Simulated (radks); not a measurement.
# Lu⁺ in [Xe] 4f14 6s2: an all-electron calculation

An exercise on one series of results from a longer session: the logs are not shown, and one member is left open.

Method: scalar-relativistic Kohn-Sham, PBE, spin-polarised, spherical densities, point nucleus. Code: radks (a radial shooting solver on a logarithmic mesh, Libxc functionals) version 1.

## Starting point

| Property | Result |
| --- | --- |
| element | lutetium (Z = 71) |
| charge | +1 |
| electrons | 70 |
| configuration | [Xe] 4f14 6s2 |

Outer shells as boxes (Hund's rule):

Lu⁺
```
[Xe] core
4f [↑↓][↑↓][↑↓][↑↓][↑↓][↑↓][↑↓]
6s [↑↓]
```

Set-up of the first run:

The run's settings:

```text
Z 71
configuration [Xe] 4f14 6s2
relativity scalar-relativistic
functional pbe,pbe
spin polarised
nucleus point
c 137.035999084
```

Launch:

```bash
$ python run_ks.py task.json out
```

The same process makes all the runs of this session.

One of the session's tables, all rows but one given; the rest of the session is left out.

It belongs to the step «Shells». Radial moments (bohr):

```
level      <r>  outermost maximum (interpolated)  90 % within  nodes
   1s        ?                                 ?            ?      ?
   2s  0.08183                            0.0693        0.127      1
   2p  0.07292                            0.0566        0.119      0
   3s   0.2126                             0.196        0.312      2
   3p   0.2123                             0.193        0.318      1
   3d   0.1925                             0.157        0.299      0
   4s   0.4779                             0.446        0.687      3
   4p   0.5079                             0.467        0.739      2
   4d   0.5476                             0.481        0.823      1
   5s    1.169                              1.04         1.69      4
   5p    1.384                              1.19         2.04      3
   4f   0.7212                             0.469         1.24      0
   6s    3.265                              2.87         4.74      5
```

Estimate the missing values for 1s.

The run gave: <r>: 0.01932; outermost maximum (interpolated): 0.0121; 90 % within: 0.0351; nodes: 0. In the column «<r>» it is the lowest.
